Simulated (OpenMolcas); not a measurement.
**Yb³⁺ among point charges: CASSCF levels and susceptibility**

How does a field of 8 point charges split the states of Yb³⁺, and what χT follows?

Method: state-averaged CASSCF, spin-orbit coupling by RASSI with atomic mean-field integrals. Code: OpenMolcas 26.06.

**1. The system**

```
Species                           : Yb³⁺ (ytterbium, Z = 70, 67 electrons)
Basis                             : ANO-RCC-VDZP [7s6p4d2f1g], 68 functions
Scalar Hamiltonian                : DKH2, point nucleus
Inactive shells                   : 1s 2s 2p 3s 3p 3d 4s 4p 4d 5s 5p
Active space                      : 13 electrons in 7 orbitals (4f)
Some configurations of this space : 4f13
Orbitals                          : optimised for the highest spin of each parity, averaged over all roots
```

The outer shells:

4f13
```
4f [↑↓][↑↓][↑↓][↑↓][↑↓][↑↓][↑ ]
```

The ion sits among 8 point charges of -0.5 e arranged as a square antiprism (D4d), 2.43 Å from the ion, with a polar angle of 51.0° against the regular 57.3°.

Each step is its own input file, run in one work folder so that later steps find the files of earlier ones. Labels, J, g values, rates, χT and fits are worked out afterwards by a script from the matrices that RASSI stores.

**2. One- and two-electron integrals**

a.inp reads:

```
&GATEWAY
Coord
1

Yb 0.0 0.0 0.0
Basis=ANO-RCC-VDZP
Group=NoSym
NoMove
AngMom=0.0 0.0 0.0
AMFI
XField
8 Angstrom 0
1.744640 0.722654 1.529347 -0.500000
-0.722654 1.744640 1.529347 -0.500000
-1.744640 -0.722654 1.529347 -0.500000
0.722654 -1.744640 1.529347 -0.500000
1.744640 -0.722654 -1.529347 -0.500000
0.722654 1.744640 -1.529347 -0.500000
-1.744640 0.722654 -1.529347 -0.500000
-0.722654 -1.744640 -1.529347 -0.500000
&SEWARD
```

The run is started by

```console
$ OMP_NUM_THREADS=1 MOLCAS_MEM=2252 MOLCAS_PROJECT=a pymolcas a.inp > a.log
```

**3. CASSCF: doublets, 7 roots**

a.inp reads:

```
&RASSCF
FileOrb=start.orb
Symmetry=1
Spin=2
nActEl=13 0 0
Inactive=27
Ras2=7
CIRoot=7 7 1
SDav=7
CIMx=300
Iter=120 100
PrWF=0.3
OrbListing=Nothing
MaxOrb=0
>>> COPY $Project.JobIph JOB001
```

start.orb holds the contracted functions of the basis, ordered by shell, or the orbitals of the step before.

**4. State interaction with spin-orbit coupling**

a.inp reads:

```
&RASSI
NrOfJobIphs=1 7
1 2 3 4 5 6 7
IphNames
JOB001
EJob
SpinOrbit
DIPRint=1.0
SOCoupling=1000.0
Subsets=2
Property=9
'ANGMOM' 1 'ANGMOM' 2 'ANGMOM' 3 'MLTPL  1' 1 'MLTPL  1' 2 'MLTPL  1' 3
'AMFI' 1 'AMFI' 2 'AMFI' 3
SOProperty=3
'ANGMOM' 1 'ANGMOM' 2 'ANGMOM' 3
```

**Question.** What will these runs give? Wanted: spin-free ground state; first state of the same spin within the active space; lowest level; next level.

As calculated:

```
                                            quantity                                value
                                              method                               CASSCF
                              spin-free ground state  doublet, 2-fold in its orbital part
first state of the same spin within the active space                 doublet at 3.21 cm⁻¹
                                        lowest level         2-fold, g = 1.14, 4.57, 4.57
                                          next level                             5.1 cm⁻¹
                                         χT at 300 K                       2.56 cm³ K/mol
                           effective moment at 300 K                              4.52 μB
```

What this shows: The spin-free ground state (doublet) comes to 100 % from free-ion F terms and keeps the highest spin of the shell. This is an electrostatic model: the charges have no orbitals.
